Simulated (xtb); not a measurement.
# GFN2-xTB run of C3H10GaN (SMILES C/C=[CH]/[GaH2-][NH3+])

Aim: an optimisation with harmonic vibrations of C3H10GaN. 

Program for the calculation: xtb 6.7.1.

12 further runs of the same task are left out: 12 set aside as unsound or not needed.

## (1) The structure to begin with

C3H10GaN has 15 atoms, charge 0, and is taken as a singlet. SMILES: `C/C=[CH]/[GaH2-][NH3+]`. The shape comes from GFN2-xTB, which is rough for such elements, and wasn't checked as a minimum. This is one conformer, not always the lowest. The run starts from this shape.

Bond lengths: C1–C2 1.495 Å, C2–C3 1.334 Å, C3–Ga4 1.988 Å, Ga4–N5 2.180 Å, C1–H6 1.088 Å, C1–H7 1.091 Å, C1–H8 1.090 Å, C2–H9 1.089 Å, C3–H10 1.092 Å, Ga4–H11 1.556 Å, Ga4–H12 1.553 Å, N5–H13 1.019 Å, N5–H14 1.019 Å, N5–H15 1.018 Å. Some angles: C1–C2–C3 126.0°, C2–C3–Ga4 119.3°, C3–Ga4–N5 104.1°, C1–C2–H9 114.8°, C3–C2–H9 119.2°, C2–C1–H6 111.1°, C2–C1–H7 110.3°, C2–C1–H8 110.2°, C2–C3–H10 116.8°, Ga4–C3–H10 123.9°.

## (2) An optimisation with harmonic vibrations at GFN2-xTB

The input, geom.xyz:

```xyz
15
C3H10GaN
C     -0.15137     2.80274    -0.16574
C     -0.19307     1.34923    -0.51267
C      0.70984     0.43223    -0.16040
Ga     0.45302    -1.45473    -0.73146
N     -0.33921    -2.44216     1.04353
H      0.74308     3.04395     0.40522
H     -1.02886     3.07648     0.42134
H     -0.16411     3.40658    -1.07310
H     -1.05406     1.04672    -1.10674
H      1.56772     0.78186     0.41842
H      1.64927    -2.43697    -0.89161
H     -0.77310    -1.75533    -1.63660
H      0.31951    -2.42007     1.82012
H     -0.52881    -3.41742     0.81803
H     -1.20986    -2.01312     1.35166
```

Launch:

```console
$ xtb geom.xyz --ohess vtight -c 0 | tee run.log
```

**Question.** What will come out? Wanted: total energy at the end; dipole moment; HOMO energy; LUMO energy; HOMO–LUMO gap; dispersion energy; mean polarisability; lowest harmonic wavenumber; highest harmonic wavenumber.

Answer, from the run:

At GFN2-xTB:

| quantity | value |
| --- | --- |
| total energy at the end | -15.58039 Eh |
| dipole moment | 5.61 D |
| HOMO energy | -10.09 eV |
| LUMO energy | -5.54 eV |
| HOMO–LUMO gap | 4.55 eV |
| dispersion energy | -21.15 kJ/mol |
| mean polarisability (D4 model) | 90.1 bohr³ |
| lowest harmonic wavenumber | 40 cm⁻¹ |
| highest harmonic wavenumber | 3369 cm⁻¹ |
| zero-point energy | 303.3 kJ/mol |

What this shows: At the final geometry: Bond lengths: C1–C2 1.495 Å, C2–C3 1.334 Å, C3–Ga4 1.987 Å, Ga4–N5 2.179 Å, C1–H6 1.088 Å, C1–H7 1.091 Å, C1–H8 1.090 Å, C2–H9 1.089 Å, C3–H10 1.093 Å, Ga4–H11 1.556 Å, Ga4–H12 1.553 Å, N5–H13 1.019 Å, N5–H14 1.019 Å, N5–H15 1.018 Å. Some angles: C1–C2–C3 126.0°, C2–C3–Ga4 119.4°, C3–Ga4–N5 104.8°, C1–C2–H9 114.8°, C3–C2–H9 119.2°, C2–C1–H6 111.1°, C2–C1–H7 110.3°, C2–C1–H8 110.1°, C2–C3–H10 116.8°, Ga4–C3–H10 123.8°. All 39 modes are real, so the shape is a minimum at this level.
